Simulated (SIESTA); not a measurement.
In in SIESTA: convergence with real-space mesh cutoff

Slab: In, a slab with vacuum.

```
In
1.0
     3.33548    0.00000    0.00000
    -1.66774    2.88861    0.00000
     0.00000    0.00000   26.01829
In
5
Direct
  0.66667 0.33333 0.28826
  0.33333 0.66667 0.39413
  0.66667 0.33333 0.50000
  0.33333 0.66667 0.60587
  0.66667 0.33333 0.71174
```

The slab is cut from a database's or a generator's crystal, which needn't be the stable form of the element.

| Item | Value |
| --- | --- |
| Program | SIESTA 5.4.2 |
| Task | single point |
| Functional | LDA |
| Potentials or basis | PseudoDojo 0.4 standard (LDA files) |
| Basis | DZP (energy shift 0.003 Ry; two zetas on semicore shells) |
| Grid cutoff | 100 Ry |
| Energy shift | 0.003 Ry |
| k mesh | 7 × 7 × 1 |
| Occupations | fermi-dirac, width 0.05 eV |
| Spin | no spin polarisation |

These are the settings of the first run; the series varies real-space mesh cutoff, with any setting tied to it.

Hardware: 1 thread of Arm Neoverse V2, with other jobs on the host.

Task: The values tried are 100 Ry, 150 Ry, 200 Ry, 300 Ry, 400 Ry, 500 Ry, 700 Ry, 900 Ry, 1200 Ry, loosest first. From which on does the energy stay within 1 meV/atom of the tightest run that finished?

Result: From 150 Ry on.

| real-space mesh cutoff | energy less the tightest run, at zero smearing (meV/atom) | largest force (eV/Å) | SCF cycles | CPU time (s) | peak memory (GiB) |
| --- | --- | --- | --- | --- | --- |
| 100 Ry | -1.07 | 0.262 | 13 | 20 | 0.2 |
| 150 Ry | 0.04 | 0.273 | 13 | 32 | 0.23 |
| 200 Ry | -0.01 | 0.272 | 13 | 52 | 0.3 |
| 300 Ry | 0.00 | 0.272 | 13 | 68 | 0.35 |
| 400 Ry | 0.00 | 0.272 | 13 | 92 | 0.43 |
| 500 Ry | 0.00 | 0.272 | 13 | 120 | 0.53 |
| 700 Ry | 0.00 | 0.272 | 13 | 200 | 0.79 |
| 900 Ry | 0.00 | 0.272 | 13 | 280 | 1.1 |
| 1200 Ry | 0.00 | 0.272 | 13 | 470 | 1.7 |

Against the tightest run, the largest force stays within 0.005 eV/Å from 150 Ry on. Values are those asked for, which the program may round to a finer grid. The tightest run that finished is the yardstick and may itself not be fully converged.
